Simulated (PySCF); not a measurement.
# TlO: from the state search to spectroscopic constants

An exercise on one series of results from a longer session: the logs are not shown, and one member is left open.

The runs use PySCF 2.14.0; Tl def2-SVPD with ECP60, O def2-SVPD, scalar-relativistic core potentials.

The first run:

Settings of the job:

| Item | Value |
| --- | --- |
| atoms | Tl, O |
| charge | 0 |
| basis | Tl def2-SVPD with ECP60, O def2-SVPD |
| Hamiltonian | scalar-relativistic core potentials |
| basis functions | 55 |
| electrons treated | 29 |
| masses in u | 204.9744, 15.9949 |
| levels | PBE0, PBE, r²SCAN, TPSS, M06-L, BP86, CAM-B3LYP, HF, MP2, SCS-MP2, CCSD, CCSD(T) |
| grid | 80 radial by 434 angular points |
| occupations | held fixed by the projection of orbital angular momentum |
| dissociation limit | Tl + O, each in its ground configuration |
| starting distance in angstrom | 2.030 |
| values of 2S to try | 1, 3 |

Run with:

```bash
OMP_NUM_THREADS=1 python dia.py task.json out
```

Among the steps run: Set-up; The PBE0 curve of the state that the search chose; Higher solutions at PBE0; PBE; r²SCAN (meta-GGA); TPSS; M06-L (meta-GGA); BP86 (GGA); CAM-B3LYP (range-separated hybrid); UHF (mean field); Adding correlation.

One of the session's tables, all rows but one given; the rest of the session is left out.

Energy (eV) from each level's lowest point:

| R (Å) | UHF | UHF-MP2 | UHF-SCS-MP2 | UHF-CCSD | UHF-CCSD(T) |
| --- | --- | --- | --- | --- | --- |
| 1.915 | 0.782 | 0.823 | 0.850 | n/a | n/a |
| 2.004 | 0.329 | 0.358 | 0.376 | 0.368 | 0.384 |
| 2.093 | ? | ? | ? | ? | ? |
| 2.160 | 0.014 | 0.022 | 0.027 | 0.025 | 0.030 |
| 2.227 | 0.000 | 0.000 | 0.000 | 0.000 | 0.000 |
| 2.294 | 0.034 | 0.027 | 0.022 | 0.023 | 0.019 |
| 2.383 | 0.131 | 0.118 | 0.107 | 0.109 | 0.098 |
| 2.494 | 0.306 | 0.291 | 0.274 | 0.274 | 0.255 |
| 2.628 | 0.557 | 0.552 | 0.530 | 0.518 | 0.493 |
| 2.806 | 0.905 | 0.994 | 0.974 | n/a | n/a |

**Question.** Estimate the row for R (Å) = 2.093.

Worked estimate for «UHF». A straight line through the neighbours (2.004, 0.329) and (2.160, 0.014) gives 0.329 + (0.014 − 0.329) × (2.093 − 2.004) / (2.160 − 2.004) = 0.149; a parabola fitted to 4 rows on both sides gives 0.081.

The run gave: UHF: 0.091; UHF-MP2: 0.108; UHF-SCS-MP2: 0.118; UHF-CCSD: 0.114; UHF-CCSD(T): 0.124. In «UHF» the line misses by +0.058 and the parabola by -0.010.

State 2 has its PBE0 minimum 0.24 eV higher. The other levels ran on the lowest alone.
